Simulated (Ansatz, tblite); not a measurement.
# GeMe(OiPr)3 (C₁₀H₂₄GeO₃): which spin state is lowest

Aim: set other spin states of GeMe(OiPr)3 (C₁₀H₂₄GeO₃) against its singlet, on many levels of theory.

Computed with Ansatz 0.2.0, Gaussian basis. Level: as each input shows.

Levels to be run: triplet, at the geometry of the singlet (GFN1-xTB, GFN2-xTB, PBE0-D4/def2-TZVP, PBE-D4/def2-TZVP, r2SCAN-D4/def2-TZVP); the singlet's energies come from earlier runs.

## 1. The geometry

The geometry is that of the singlet, from an earlier relaxation (r2SCAN-D4/def2-SVP).

38 atoms, charge 0, spin multiplicity 1.

Bond lengths: Ge1–C2 1.928 Å, Ge1–O6 1.771 Å, Ge1–O17 1.787 Å, Ge1–O28 1.769 Å, C2–H3 1.099 Å, C2–H4 1.099 Å, C2–H5 1.099 Å, O6–C7 1.434 Å, C7–C8 1.519 Å, C7–C9 1.522 Å, C7–H10 1.108 Å, C8–H11 1.102 Å, C8–H12 1.101 Å, C8–H13 1.100 Å, C9–H14 1.101 Å, C9–H15 1.103 Å, C9–H16 1.102 Å, O17–C18 1.428 Å and more. Angles: C2–Ge1–O6 106.5°, C2–Ge1–O17 113.0°, C2–Ge1–O28 114.4°, O6–Ge1–O17 112.4°, O6–Ge1–O28 106.7°, O17–Ge1–O28 103.9°, Ge1–C2–H3 110.7°, Ge1–C2–H4 110.2°, Ge1–C2–H5 108.6°, H3–C2–H4 109.4°, H3–C2–H5 109.1°, H4–C2–H5 108.8°, Ge1–O6–C7 121.2°, O6–C7–C8 107.0°, O6–C7–C9 110.3°, O6–C7–H10 108.8°, C8–C7–C9 112.6°, C8–C7–H10 109.0° and more.

## 2. Triplet at the fixed geometry, GFN1-xTB

Tight binding, by tblite at 300 K electronic temperature and without a spin-polarisation term:

```python
tblite.interface.Calculator('GFN1-xTB', numbers, positions, charge=0, uhf=2).singlepoint()
```

Energy -1350.9042 eV; 0.078 s.

## 3. Triplet at the fixed geometry, GFN2-xTB

Tight binding, by tblite at 300 K electronic temperature and without a spin-polarisation term:

```python
tblite.interface.Calculator('GFN2-xTB', numbers, positions, charge=0, uhf=2).singlepoint()
```

Energy -1295.2169 eV; 0.044 s.

## 4. Triplet at the fixed geometry, PBE0-D4/def2-TZVP

The input, in.yaml:

```yaml
crystal:
  periodic: [false, false, false]
  atoms:
    - {symbol: Ge, position_ang: [0.262196, -0.174785, 1.070956]}
    - {symbol: C, position_ang: [0.633973, 0.234376, 2.917548]}
    - {symbol: H, position_ang: [-0.258070, 0.645409, 3.411270]}
    - {symbol: H, position_ang: [1.457723, 0.959025, 2.987789]}
    - {symbol: H, position_ang: [0.933151, -0.691849, 3.428285]}
    - {symbol: O, position_ang: [1.812903, -0.600703, 0.329280]}
    - {symbol: C, position_ang: [1.872373, -1.271314, -0.936628]}
    - {symbol: C, position_ang: [3.184716, -2.034611, -0.973559]}
    - {symbol: C, position_ang: [1.746427, -0.266584, -2.073545]}
    - {symbol: H, position_ang: [1.033518, -1.993181, -0.998550]}
    - {symbol: H, position_ang: [4.030326, -1.334091, -0.880267]}
    - {symbol: H, position_ang: [3.291368, -2.590057, -1.918610]}
    - {symbol: H, position_ang: [3.236133, -2.748323, -0.137969]}
    - {symbol: H, position_ang: [0.795186, 0.283406, -2.002274]}
    - {symbol: H, position_ang: [2.569317, 0.465574, -2.024587]}
    - {symbol: H, position_ang: [1.785308, -0.771540, -3.052251]}
    - {symbol: O, position_ang: [-0.561155, 1.158678, 0.211689]}
    - {symbol: C, position_ang: [-0.247779, 2.523283, 0.494240]}
    - {symbol: C, position_ang: [-1.370379, 3.365684, -0.086050]}
    - {symbol: C, position_ang: [1.115641, 2.898977, -0.072489]}
    - {symbol: H, position_ang: [-0.227266, 2.676892, 1.595369]}
    - {symbol: H, position_ang: [-1.419098, 3.221115, -1.177254]}
    - {symbol: H, position_ang: [-1.210833, 4.435622, 0.119965]}
    - {symbol: H, position_ang: [-2.337380, 3.063515, 0.342920]}
    - {symbol: H, position_ang: [1.907473, 2.243794, 0.325518]}
    - {symbol: H, position_ang: [1.112936, 2.788769, -1.168750]}
    - {symbol: H, position_ang: [1.371511, 3.942068, 0.173511]}
    - {symbol: O, position_ang: [-0.811968, -1.559768, 0.831980]}
    - {symbol: C, position_ang: [-2.158854, -1.442688, 0.353981]}
    - {symbol: C, position_ang: [-2.919805, -2.642903, 0.890776]}
    - {symbol: C, position_ang: [-2.171615, -1.368763, -1.165980]}
    - {symbol: H, position_ang: [-2.613219, -0.512705, 0.751230]}
    - {symbol: H, position_ang: [-2.463219, -3.573350, 0.516457]}
    - {symbol: H, position_ang: [-3.974310, -2.616051, 0.573792]}
    - {symbol: H, position_ang: [-2.882416, -2.662771, 1.990511]}
    - {symbol: H, position_ang: [-1.628036, -0.474832, -1.506924]}
    - {symbol: H, position_ang: [-1.693126, -2.265744, -1.592938]}
    - {symbol: H, position_ang: [-3.203670, -1.309547, -1.548413]}
basis:
  gaussian: {orbitals: def2-TZVP, fitting: {mean_field: def2-universal-jkfit}}
magnetization: {spin_polarized: true, initial_magnetization: 2}
hamiltonian: {xc: pbe0, dispersion: d4}
scf: {omitted_lower_state_checks: [starts]}
output: {orbitals: {seedname: orbitals}}
```

On the command line:

```console
ansatz run in.yaml --threads 2 --pin off --events-out ev --progress --plain --max-ram 22528MiB --backend cuda --devices 0, --max-vram 18GiB
```

Log:

```text
Functional definition: PBE0
  name "PBE0"
  cite "Adamo & Barone, J. Chem. Phys. 110, 6158 (1999) doi:10.1063/1.478522"
  cite "Perdew, Burke & Ernzerhof, Phys. Rev. Lett. 77, 3865 (1996) doi:10.1103/PhysRevLett.77.3865"
  parent pbe
  parameter a = 0.25
  parameter kappa = 0.804
  parameter beta = 0.06672455060314922
  exchange = (1 - a)*pbe_x(kappa = kappa, mu = beta*pi^2/3) + a*exact_x
  correlation = pbe_c(beta = beta)
these checks for a lower state are left out or cut short: starts
1679 factors; integrals over basis functions are off by at most 8.7e-1 eV
mean field evaluation 1: about -73365.8008 eV, gradient 8.5e1 eV
mean field evaluation 2: about -73338.8121 eV, gradient 1.1e2 eV
mean field evaluation 4: about -73394.8415 eV, gradient 2.1e1 eV
mean field evaluation 8: about -73396.5789 eV, gradient 1.0e0 eV
mean field evaluation 16: about -73396.5845 eV, gradient 1.4e-1 eV
mean field evaluation 32: about -73396.5901 eV, gradient 7.3e-6 eV
mean field -73396.59010216 eV, -2697.2749362588 hartree, gradient 7.3e-6 eV, S^2 2.007560; 0 other end points of the search recorded, 0 dependent functions left out
reference -73396.59016495 eV, -2697.2749385663 hartree; 71, 69 occupied and 524, 526 virtual orbitals, 1679 factors
Total energy: -73397.51627479 eV, -2697.3089724750 hartree
Checks for a lower state left out: starts
```

Wall time 9 s (1 × H100 (card shared with other runs) with 2 threads of AMD EPYC 7R13, shared host); peak host memory 1.3 GiB.

Report: HOMO -1.04 eV, LUMO -6.21 eV (over both spins; with the spin held, an empty level of the minority spin lies below the top filled one); ⟨S²⟩ 2.008 (pure: 2.00).

## 5. Triplet at the fixed geometry, PBE-D4/def2-TZVP

start.molden holds the orbitals of an earlier run on this state, given as this run's starting guess.

in.yaml: that of step 4 with these lines changed.

```diff
@@ -42,5 +42,5 @@
 basis:
-  gaussian: {orbitals: def2-TZVP, fitting: {mean_field: def2-universal-jkfit}}
+  gaussian: {orbitals: def2-TZVP, fitting: {mean_field: def2-universal-jkfit}, initial_orbitals: start.molden}
 magnetization: {spin_polarized: true, initial_magnetization: 2}
-hamiltonian: {xc: pbe0, dispersion: d4}
+hamiltonian: {xc: pbe, dispersion: d4}
 scf: {omitted_lower_state_checks: [starts]}
```

Same command.

Log:

```text
Functional definition: PBE
  name "PBE"
  cite "Perdew, Burke & Ernzerhof, Phys. Rev. Lett. 77, 3865 (1996) doi:10.1103/PhysRevLett.77.3865"
  parent pbe
  parameter kappa = 0.804
  parameter beta = 0.06672455060314922
  exchange = pbe_x(kappa = kappa, mu = beta*pi^2/3)
  correlation = pbe_c(beta = beta)
these checks for a lower state are left out or cut short: starts
1679 factors; integrals over basis functions are off by at most 8.7e-1 eV
mean field evaluation 1: about -73393.5423 eV, gradient 1.2e1 eV
mean field evaluation 2: about -73393.9775 eV, gradient 7.3e-1 eV
mean field evaluation 4: about -73394.0702 eV, gradient 1.3e-1 eV
mean field evaluation 8: about -73394.0708 eV, gradient 5.6e-3 eV
mean field -73394.07078121 eV, -2697.1823529216 hartree, gradient 1.7e-5 eV, S^2 2.001864; 0 other end points of the search recorded, 0 dependent functions left out
reference -73394.07086425 eV, -2697.1823559733 hartree; 71, 69 occupied and 524, 526 virtual orbitals, 1679 factors
Total energy: -73395.13498427 eV, -2697.2214616625 hartree
Checks for a lower state left out: starts
```

It took 8 s on 1 × H100 (card shared with other runs) with 2 threads of AMD EPYC 7R13, shared host; peak host memory 1.1 GiB.

Report: HOMO -0.64 eV, LUMO -6.52 eV (over both spins; with the spin held, an empty level of the minority spin lies below the top filled one); ⟨S²⟩ 2.002 (pure: 2.00).

## 6. Triplet at the fixed geometry, r2SCAN-D4/def2-TZVP

in.yaml: that of step 5 with these lines changed.

```diff
@@ -44,3 +44,3 @@
 magnetization: {spin_polarized: true, initial_magnetization: 2}
-hamiltonian: {xc: pbe, dispersion: d4}
+hamiltonian: {xc: r2scan, dispersion: d4}
 scf: {omitted_lower_state_checks: [starts]}
```

Same command.

Log, shortened:

```text
Functional definition: r2SCAN
  name "r2SCAN"
  cite "Furness, Kaplan, Ning, Perdew & Sun, J. Phys. Chem. Lett. 11, 8208 (2020) doi:10.1021/acs.jpclett.0c02405"
  cite "Furness, Kaplan, Ning, Perdew & Sun, J. Phys. Chem. Lett. 11, 9248 (2020) doi:10.1021/acs.jpclett.0c03077"
  parent r2scan
[...]
1679 factors; integrals over basis functions are off by at most 8.7e-1 eV
[...]
mean field -73414.25409290 eV, -2697.9240759454 hartree, gradient 2.5e-6 eV, S^2 2.004675; 0 other end points of the search recorded, 0 dependent functions left out
reference -73414.25412030 eV, -2697.9240769523 hartree; 71, 69 occupied and 524, 526 virtual orbitals, 1679 factors
Total energy: -73414.58102061 eV, -2697.9360903173 hartree
Checks for a lower state left out: starts
```

It took 12 s on 1 × H100 (card shared with other runs) with 2 threads of AMD EPYC 7R13, shared host; peak host memory 1.4 GiB.

Report: HOMO -0.45 eV, LUMO -6.61 eV (over both spins; with the spin held, an empty level of the minority spin lies below the top filled one); ⟨S²⟩ 2.005 (pure: 2.00).

## 7. Triplet less singlet, vertical

The singlet's energies are those of its earlier runs, whose logs aren't repeated here.

```csv
level,"triplet less singlet, vertical (kJ/mol)",time
GFN1-xTB,+723.6,0.14 s
GFN2-xTB,+664.5,0.075 s
PBE-D4/def2-TZVP,+566.6,12 s
r2SCAN-D4/def2-TZVP,+617.2,16 s
PBE0-D4/def2-TZVP,+662.0,13 s
```

Times add the two runs; a level without a time comes out of a correlated run. Tight binding without a spin term can't rank spin states.

## 8. Results

```
                                                quantity                                       value
triplet less singlet, vertical, functionals in def2-TZVP  +566.6 (PBE-D4) to +662.0 kJ/mol (PBE0-D4)
```

**Reading.** All functionals put the triplet above the singlet, over a spread of 95.4 kJ/mol. The checks for a lower triplet were left out, so another state of that spin may lie lower. These are electronic energies, without zero-point motion, entropy or surroundings.
